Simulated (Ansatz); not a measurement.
# MnS: the cost of one run

Method: DFT r²SCAN without U, plane waves, PAW, in Ansatz 0.2.0.

### Step 1. Starting point

It takes space group Fm-3m (No. 225, cubic). The conventional cell has a = 5.224 Å, b = 5.224 Å, c = 5.224 Å, α = 90.00°, β = 90.00°, γ = 90.00°. Mn (site symmetry m-3m) has 6 S at 2.61 Å as nearest neighbours. S (site symmetry m-3m) has 6 Mn at 2.61 Å as nearest neighbours.

As a file:

```cif
data_structure
_symmetry_space_group_name_H-M 'Fm-3m'
_symmetry_Int_Tables_number 225
_cell_length_a 5.2245
_cell_length_b 5.2245
_cell_length_c 5.2245
_cell_angle_alpha 90.000
_cell_angle_beta 90.000
_cell_angle_gamma 90.000
_cell_volume 142.60
loop_
_atom_site_label
_atom_site_type_symbol
_atom_site_symmetry_multiplicity
_atom_site_Wyckoff_symbol
_atom_site_fract_x
_atom_site_fract_y
_atom_site_fract_z
_atom_site_occupancy
Mn1 Mn 4 a 0.00000 0.00000 0.00000 1
S1 S 4 b 0.50000 0.00000 0.00000 1
```

Magnetic order typed: ferromagnetic.

An earlier series on this cell reached its lowest free state from «from atoms, symmetry kept, no search», perhaps among other starts.

### Step 2. From atoms, default search

File input.yaml:

```yaml
crystal:
  lattice:
    - [0.0, 2.61224989, 2.61224989]
    - [2.61224989, 0.0, 2.61224989]
    - [2.61224989, 2.61224989, 0.0]
  atoms:
    - { symbol: Mn, position: [0.0, 0.0, 0.0], spin: 5.0 }
    - { symbol: S, position: [0.5, 0.5, 0.5] }
basis:
  ecutwfc: 500
  ecutrho_ratio: 4
kpoints:
  mp_grid: { grid: [6, 6, 6] }
hamiltonian:
  xc: r2scan
scf:
  occupations: { method: gaussian, width: 0.05 }
output:
  forces: true
  stress: true
  eigenvalues: true
  populations: true
  hubbard: { sites: [{ site: 0, l: d }] }
  write_density: true
  write_potential: true
  elf: true
  volumetric_format: npy
magnetization:
  spin_polarized: true
```

Command:

```console
$ ansatz run input.yaml --threads 2 --pin off --max-ram 3072MiB --backend cpu --events-out ev --progress --plain --runs-dir out
```

Q: Estimate wall time and peak memory on 2 threads of Intel Xeon Platinum 8259CL at 2.50GHz (Skylake/Cascade Lake), shared host.

About 4.2 s, with a peak of 0.47 GiB.
